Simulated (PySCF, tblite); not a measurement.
# C6H9NSi: dynamics, then NMR shifts on frames, part 2 of 2

tblite 0.8.0 and PySCF 2.14.0. Atoms count from 0.

## Step 5: Nuclear shieldings: 625 fs, PBE0/pcSseg-1

The job: settings as JSON, then the geometry in Å.

```
{"job": {"kind": "nmr", "xc": "PBE0", "basis": "pcSseg-1", "pop": false}, "charge": 0, "multiplicity": 1}
C      2.573600     0.605500     1.401600
C      1.360300     0.073200     1.547400
C      0.064100     0.510900     1.024700
C     -0.301300     1.546200     0.175900
C     -1.599500     1.227900    -0.219800
N     -1.985800     0.074500     0.341200
Si    -3.091300    -0.920300    -0.546000
C     -0.960000    -0.397800     1.113100
H      3.438400     0.041600     1.761900
H      2.739500     1.604400     0.948700
H      1.198100    -0.803000     2.195200
H      0.212600     2.509500    -0.054700
H     -2.170100     1.558400    -1.052100
H     -4.205200     0.153000    -0.631300
H     -3.646700    -2.015800     0.435800
H     -2.492400    -1.428700    -1.792300
H     -1.004200    -1.334500     1.729900
```

With the program's defaults for keys left out, this is: GIAO PBE0/pcSseg-1 NMR shielding, non-relativistic, gas phase.

Output:

```text
coarse grid: 14784 points
cycle   1  E = -577.6357447716  dE =  1.301e+00  |g| = 4.181e-01  |ddm| = 3.914e+00
cycle   2  E = -577.6125406744  dE =  2.320e-02  |g| = 5.159e-01  |ddm| = 1.153e+00
cycle   3  E = -577.6837682589  dE = -7.123e-02  |g| = 1.082e-01  |ddm| = 7.060e-01
cycle   4  E = -577.6863446489  dE = -2.576e-03  |g| = 4.147e-02  |ddm| = 1.351e-01
cycle   5  E = -577.6867187894  dE = -3.741e-04  |g| = 1.083e-02  |ddm| = 4.119e-02
cycle   6  E = -577.6867410135  dE = -2.222e-05  |g| = 3.179e-03  |ddm| = 1.038e-02
cycle   7  E = -577.6867431701  dE = -2.157e-06  |g| = 5.344e-04  |ddm| = 2.868e-03
final grid: 138520 points
cycle   8  E = -577.7317070623  dE = -2.778e-05  |g| = 6.917e-03  |ddm| = 4.006e-02
cycle   9  E = -577.7317025486  dE =  4.514e-06  |g| = 8.238e-03  |ddm| = 1.730e-02
cycle  10  E = -577.7317193342  dE = -1.679e-05  |g| = 1.216e-03  |ddm| = 9.614e-03
cycle  11  E = -577.7317196701  dE = -3.359e-07  |g| = 3.108e-04  |ddm| = 1.287e-03
cycle  12  E = -577.7317196924  dE = -2.227e-08  |g| = 1.034e-04  |ddm| = 3.900e-04
cycle  13  E = -577.7317196948  dE = -2.479e-09  |g| = 2.338e-05  |ddm| = 1.091e-04
cycle  14  E = -577.7317196950  dE = -1.144e-10  |g| = 7.658e-06  |ddm| = 2.653e-05
converged SCF energy = -577.7317196950

GIAO shielding tensors (ppm)
atom      isotropic    diamagn.    paramagn.     s11        s22        s33       span
  0 C       71.776     254.716    -182.940    -33.232     85.337    163.224    196.456
  1 C       43.902     253.038    -209.135    -71.217     55.320    147.604    218.821
  2 C       47.526     259.767    -212.241    -16.323     13.016    145.884    162.207
  3 C       70.614     252.760    -182.146    -16.213     63.513    164.543    180.756
  4 C       52.566     259.131    -206.565    -26.613     56.605    127.704    154.317
  5 N       97.549     337.868    -240.319      2.849     68.713    221.086    218.237
  6 Si     397.254     879.484    -482.230    355.336    392.923    443.501     88.165
  7 C       50.818     259.820    -209.002    -26.141     62.456    116.140    142.281
  8 H       26.119      27.800      -1.681     24.028     24.310     30.020      5.992
  9 H       25.409      31.234      -5.825     23.072     23.619     29.536      6.464
 10 H       24.629      31.817      -7.188     21.119     23.231     29.536      8.417
 11 H       23.961      31.535      -7.574     21.038     24.588     26.257      5.218
 12 H       25.239      34.226      -8.987     21.519     25.872     28.327      6.808
 13 H       25.275      26.785      -1.510     21.612     24.421     29.791      8.178
 14 H       25.331      26.824      -1.493     21.910     24.332     29.751      7.841
 15 H       26.653      29.482      -2.830     23.226     24.393     32.340      9.114
 16 H       24.061      33.997      -9.936     20.628     24.537     27.017      6.389
```

Wall time 24 s (1 thread of Arm Neoverse V1, shared host); peak memory 0.93 GiB.

Key values: δ C1 143.0, C2 139.4, C7 136.1, C4 134.4, H11 7.76, H16 7.66 ppm.

## Step 6: Nuclear shieldings: 800 fs, PBE0/pcSseg-1

The job: settings as JSON, then the geometry in Å.

```
{"job": {"kind": "nmr", "xc": "PBE0", "basis": "pcSseg-1", "pop": false}, "charge": 0, "multiplicity": 1}
C      2.103600     0.991700     2.346200
C      1.078400     0.108100     2.264400
C     -0.117400     0.242100     1.477000
C     -0.254900     1.266600     0.522300
C     -1.276100     0.999800    -0.274300
N     -2.004700    -0.127300     0.198500
Si    -3.491300    -0.628900    -0.487300
C     -1.211400    -0.586600     1.247300
H      3.020700     0.799500     2.927700
H      1.936100     1.910200     1.787500
H      1.075000    -0.925600     2.622400
H      0.384900     2.116500     0.355400
H     -1.467400     1.522000    -1.209700
H     -3.629300    -0.032100    -1.809700
H     -4.497600    -0.319700     0.547200
H     -3.532800    -2.049500    -0.775900
H     -1.398400    -1.497000     1.876700
```

Method: GIAO PBE0/pcSseg-1 NMR shielding, non-relativistic, gas phase.

Output:

```text
coarse grid: 14784 points
cycle   1  E = -577.6355667080  dE =  1.263e+00  |g| = 4.347e-01  |ddm| = 3.958e+00
cycle   2  E = -577.5881269367  dE =  4.744e-02  |g| = 6.042e-01  |ddm| = 1.186e+00
cycle   3  E = -577.6842451441  dE = -9.612e-02  |g| = 1.401e-01  |ddm| = 7.910e-01
cycle   4  E = -577.6888155140  dE = -4.570e-03  |g| = 3.966e-02  |ddm| = 1.546e-01
cycle   5  E = -577.6891495822  dE = -3.341e-04  |g| = 1.052e-02  |ddm| = 4.137e-02
cycle   6  E = -577.6891713783  dE = -2.180e-05  |g| = 3.512e-03  |ddm| = 1.100e-02
cycle   7  E = -577.6891739887  dE = -2.610e-06  |g| = 5.680e-04  |ddm| = 2.684e-03
final grid: 138520 points
cycle   8  E = -577.7345760983  dE = -2.729e-05  |g| = 6.766e-03  |ddm| = 3.414e-02
cycle   9  E = -577.7345742264  dE =  1.872e-06  |g| = 7.387e-03  |ddm| = 1.547e-02
cycle  10  E = -577.7345883615  dE = -1.414e-05  |g| = 7.179e-04  |ddm| = 8.289e-03
cycle  11  E = -577.7345884614  dE = -9.991e-08  |g| = 2.825e-04  |ddm| = 8.028e-04
cycle  12  E = -577.7345884805  dE = -1.909e-08  |g| = 8.960e-05  |ddm| = 3.354e-04
cycle  13  E = -577.7345884825  dE = -1.992e-09  |g| = 2.565e-05  |ddm| = 1.104e-04
cycle  14  E = -577.7345884827  dE = -1.451e-10  |g| = 7.890e-06  |ddm| = 2.836e-05
converged SCF energy = -577.7345884827

GIAO shielding tensors (ppm)
atom      isotropic    diamagn.    paramagn.     s11        s22        s33       span
  0 C       69.924     258.220    -188.296    -40.241     84.961    165.051    205.292
  1 C       46.484     254.024    -207.540    -65.371     38.895    165.928    231.299
  2 C       48.256     264.180    -215.924    -17.317     17.572    144.515    161.832
  3 C       69.607     258.490    -188.884    -26.520     70.052    165.288    191.808
  4 C       50.886     257.370    -206.484    -32.703     71.269    114.092    146.795
  5 N      111.375     335.510    -224.135     24.621    106.026    203.479    178.858
  6 Si     405.757     879.747    -473.990    354.853    391.866    470.554    115.701
  7 C       52.761     251.016    -198.255    -17.193     50.379    125.096    142.290
  8 H       25.400      27.585      -2.185     23.172     24.387     28.641      5.469
  9 H       25.161      33.208      -8.047     21.938     23.497     30.048      8.111
 10 H       24.619      31.172      -6.554     21.614     23.718     28.525      6.911
 11 H       24.812      35.722     -10.910     21.516     24.648     28.271      6.755
 12 H       24.706      33.310      -8.603     21.027     26.121     26.971      5.945
 13 H       26.643      28.742      -2.099     22.779     26.106     31.043      8.264
 14 H       26.368      26.771      -0.403     22.746     24.243     32.116      9.370
 15 H       26.736      29.076      -2.340     23.139     25.290     31.779      8.640
 16 H       24.015      31.044      -7.030     20.702     25.394     25.948      5.245
```

Wall time 24 s (1 thread of Arm Neoverse V1, shared host); peak memory 0.9 GiB.

This run: δ C1 140.4, C2 138.7, C4 136.0, C7 134.2, H16 7.70, H10 7.10 ppm.

## Step 7: Nuclear shieldings: 1000 fs, PBE0/pcSseg-1

The job: settings as JSON, then the geometry in Å.

```
{"job": {"kind": "nmr", "xc": "PBE0", "basis": "pcSseg-1", "pop": false}, "charge": 0, "multiplicity": 1}
C      1.336000     2.150200     2.586600
C      0.893100     0.938000     2.283100
C     -0.266600     0.640500     1.406900
C     -0.665700     1.552900     0.392200
C     -1.856700     1.124400    -0.086700
N     -2.140200    -0.120700     0.438200
Si    -3.686100    -0.858500    -0.006500
C     -1.175000    -0.383900     1.347200
H      2.209600     2.267500     3.234800
H      0.766700     3.028400     2.158600
H      1.427500     0.043700     2.663600
H     -0.057300     2.323600     0.063800
H     -2.544700     1.516300    -0.862600
H     -3.579000    -0.464700    -1.418800
H     -4.805700    -0.249600     0.709800
H     -3.498100    -2.299600     0.087800
H     -1.334400    -1.372000     1.824200
```

Level: GIAO PBE0/pcSseg-1 NMR shielding, non-relativistic, gas phase.

Output:

```text
coarse grid: 14784 points
cycle   1  E = -577.6414666209  dE =  1.281e+00  |g| = 4.261e-01  |ddm| = 3.935e+00
cycle   2  E = -577.6145025157  dE =  2.696e-02  |g| = 5.348e-01  |ddm| = 1.180e+00
cycle   3  E = -577.6907655672  dE = -7.626e-02  |g| = 1.122e-01  |ddm| = 7.342e-01
cycle   4  E = -577.6934943048  dE = -2.729e-03  |g| = 4.262e-02  |ddm| = 1.361e-01
cycle   5  E = -577.6938793245  dE = -3.850e-04  |g| = 1.105e-02  |ddm| = 4.202e-02
cycle   6  E = -577.6939038296  dE = -2.451e-05  |g| = 3.178e-03  |ddm| = 1.092e-02
cycle   7  E = -577.6939059881  dE = -2.159e-06  |g| = 5.850e-04  |ddm| = 2.834e-03
final grid: 138520 points
cycle   8  E = -577.7388044108  dE = -2.850e-05  |g| = 7.022e-03  |ddm| = 4.467e-02
cycle   9  E = -577.7387991924  dE =  5.218e-06  |g| = 8.503e-03  |ddm| = 1.783e-02
cycle  10  E = -577.7388171550  dE = -1.796e-05  |g| = 1.253e-03  |ddm| = 9.709e-03
cycle  11  E = -577.7388175094  dE = -3.544e-07  |g| = 3.049e-04  |ddm| = 1.255e-03
cycle  12  E = -577.7388175309  dE = -2.145e-08  |g| = 9.510e-05  |ddm| = 4.091e-04
cycle  13  E = -577.7388175330  dE = -2.088e-09  |g| = 2.977e-05  |ddm| = 1.178e-04
cycle  14  E = -577.7388175332  dE = -1.774e-10  |g| = 1.230e-05  |ddm| = 3.515e-05
converged SCF energy = -577.7388175332

GIAO shielding tensors (ppm)
atom      isotropic    diamagn.    paramagn.     s11        s22        s33       span
  0 C       64.123     256.563    -192.440    -43.475     78.802    157.043    200.518
  1 C       44.917     252.801    -207.884    -70.703     48.744    156.709    227.412
  2 C       54.696     259.887    -205.191      2.188     21.822    140.079    137.891
  3 C       71.046     255.806    -184.760    -11.495     64.636    159.998    171.493
  4 C       53.065     257.747    -204.682    -20.637     57.090    122.742    143.380
  5 N       93.933     334.623    -240.690    -14.608     95.580    200.826    215.434
  6 Si     394.836     880.682    -485.846    359.265    379.143    446.101     86.836
  7 C       64.375     249.171    -184.796      2.712     54.182    136.230    133.518
  8 H       25.646      27.289      -1.643     23.538     24.294     29.104      5.566
  9 H       24.927      30.014      -5.087     21.967     22.996     29.819      7.853
 10 H       24.342      30.702      -6.360     21.570     24.124     27.332      5.762
 11 H       25.476      36.759     -11.283     22.946     25.500     27.982      5.035
 12 H       24.480      32.761      -8.282     20.605     25.523     27.311      6.705
 13 H       26.206      30.044      -3.838     21.777     26.241     30.599      8.822
 14 H       26.376      27.630      -1.253     23.240     23.997     31.892      8.651
 15 H       26.625      29.597      -2.972     22.903     25.526     31.447      8.544
 16 H       24.817      32.275      -7.458     20.303     25.582     28.566      8.263
```

Wall time 24 s (1 thread of Arm Neoverse V1, shared host); peak memory 0.91 GiB.

Key values: δ C1 142.0, C4 133.9, C2 132.2, C0 122.8, H10 7.37, H12 7.24 ppm.

## Step 8: Side by side: NMR shifts

Shifts (ppm) of some atoms, chosen among heavy atoms and hydrogens apart, with basis size and wall time:

```csv
frame,C4,C7,C1,C0,H16,H8,N5,functions,time
250 fs,135.9,127.7,127.2,107.7,5.77,4.15,158.0,188,32 s
425 fs,120.1,132.3,146.4,121.0,6.84,5.26,157.7,188,24 s
625 fs,134.4,136.1,143.0,115.1,7.66,5.60,170.2,188,24 s
800 fs,136.0,134.2,140.4,117.0,7.70,6.32,156.4,188,24 s
1000 fs,133.9,122.6,142.0,122.8,6.90,6.07,173.8,188,24 s
```

## Step 9: Results

The summary covers parts 1 to 2.

| quantity | value |
| --- | --- |
| thermostat | 400 K |
| mean temperature, second half | 388 K |
| mean potential energy above the minimum | 0.71 eV |
| ¹³C shifts against TMS (PBE0/pcSseg-1, 250 fs) | 135.9, 135.5, 127.7, 127.2, 115.0, 107.7 ppm |
| ¹H shifts against TMS (PBE0/pcSseg-1, 250 fs) | 6.88, 6.54, 6.03, 6.01, 5.77, 5.73, 5.35, 5.03, 4.15 ppm |
| ¹⁵N shifts against NH3 (PBE0/pcSseg-1, 250 fs) | 158.0 ppm |
| ²⁹Si shifts against TMS (PBE0/pcSseg-1, 250 fs) | -51.6 ppm |
| surface potential, 1st and 99th percentile | -0.99 V and 1.59 V |
| range of the shift of C1 | 127.2 to 146.4 ppm |

In words: In the second half the potential energy averages 0.71 eV above the minimum; equipartition over 45 harmonic modes at 400 K would give 0.78 eV. With 17 atoms the temperature swings widely (218 to 445 K). Shifts at one fixed geometry are not the observed spectrum, which averages over the motion. In the first frame run (250 fs): The widest tensor belongs to C1: span 214 ppm, with a paramagnetic part of -191 ppm. NICS(1)zz of -25 ppm above the planar ring from C2 marks a diatropic (aromatic) ring current. Across the 5 runs the shift of C1 moves most, between 127.2 (250 fs) and 146.4 ppm (425 fs).
